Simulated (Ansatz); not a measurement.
## MoS2, space group P-3m1: a check of PAW against all-electron LAPW, step by step

Program: the Python package of Ansatz (0.2.0).

Notebook, run cell by cell (the value of a cell's last expression is shown):

In [1]:
```python
import ansatz as az
import numpy as np

FUNCTIONAL = "lda"
K_LENGTH = 26
OCCUPATIONS = "fermi_dirac"
```

In [2]:
```python
def count_gap(report):
    # lowest empty less highest filled band, counting bands; zero where they overlap
    return max(report.get("gap_by_band_count_ev") or 0.0, 0.0)
```

In [3]:
```python
vectors = np.array([
    [3.227465, 0.0, 0.0],
    [-1.613732, 2.795066, 0.0],
    [0.0, 0.0, 6.312473],
])
xtal = (
    az.Lattice.of(vectors)
    .atom("Mo", (0.0, 0.0, 0.5))
    .atom("S", (1 / 3, 2 / 3, 0.255319))
    .atom("S", (2 / 3, 1 / 3, 0.744681))
)
```

In [4]:
```python
calc = xtal.calculation()
calc = calc.functional(FUNCTIONAL).kpoints(length=K_LENGTH)
calc = calc.occupations(OCCUPATIONS).stress()
calc = calc.forces()
calc = calc.band_table()
variants = {
    "PAW": calc.pseudopotentials("paw"),
    "LAPW": calc.pseudopotentials("all_electron", lapw=True),
}
# totals differ by the cores that each treatment holds, so compare what does not depend on them
rows = []
for label, variant in variants.items():
    r = variant.run(threads=1, pin="off").report
    levels = np.array(r["eigenvalues_ev"][0]) - r["fermi_energy_ev"]
    print(label, "levels at the first k-point near E_F:", np.round(levels[np.abs(levels) < 5], 3))
    rows.append((label, r["n_electrons"], np.trace(r["stress_gpa"]) / 3, float(np.abs(r["forces_ev_ang"]).max()), count_gap(r)))
for row in rows:
    print("; ".join(f"{name} = {round(v, 4) if isinstance(v, float) else v}" for name, v in zip(["treatment", "electrons in bands", "P GPa", "max force component eV/A", "gap by band count eV"], row)))
```
```text
DeckWarning: basis.ecutwfc = 420 eV, auto-derived from the records' recommended cutoffs: set by Mo (normal level)
PAW levels at the first k-point near E_F: [-4.008 -4.008 -1.774 -1.079 -0.943 -0.943 -0.264 -0.264  3.219  3.219]
LAPW levels at the first k-point near E_F: [-4.006 -4.006 -1.777 -1.08  -0.942 -0.942 -0.266 -0.266  3.22   3.22 ]
treatment = PAW; electrons in bands = 26.0; P GPa = -5.893; max force component eV/A = 0.1541; gap by band count eV = 0.0
treatment = LAPW; electrons in bands = 58.0; P GPa = -5.8546; max force component eV/A = 0.1509; gap by band count eV = 0.0
```

PAW gives -5.893 GPa and LAPW -5.855 GPa, 0.038 GPa apart. They took 1.7 and 19.1 s of processor time.

Caveats:
- Spin is left out of this run.
- The computed bands are complete only to about 2.8 eV above the Fermi level.
- For a metal this k-point mesh is coarse: on a finer one energies can move by several to tens of meV an atom and pressures by half a GPa or more, differences at one mesh by less.
- A gap by band count of zero or less means overlapping bands, a metal.
- At these settings the cell as given stands under about -6 GPa, so it isn't at this functional's equilibrium volume.
- The structure comes from a database of computed cells and needn't be a stable or known phase.
- Gaps and levels are Kohn-Sham values on a finite set of k-points, without spin-orbit coupling.
- Warnings are shown shortened and without file and line.
- Pressure is positive in compression; the treatments may keep other shells as core, so totals and counts of electrons can differ.
- Hardware and time: 22 s on 1 thread of Arm Neoverse V2, with other jobs on the host, peak memory 0.6 GiB.
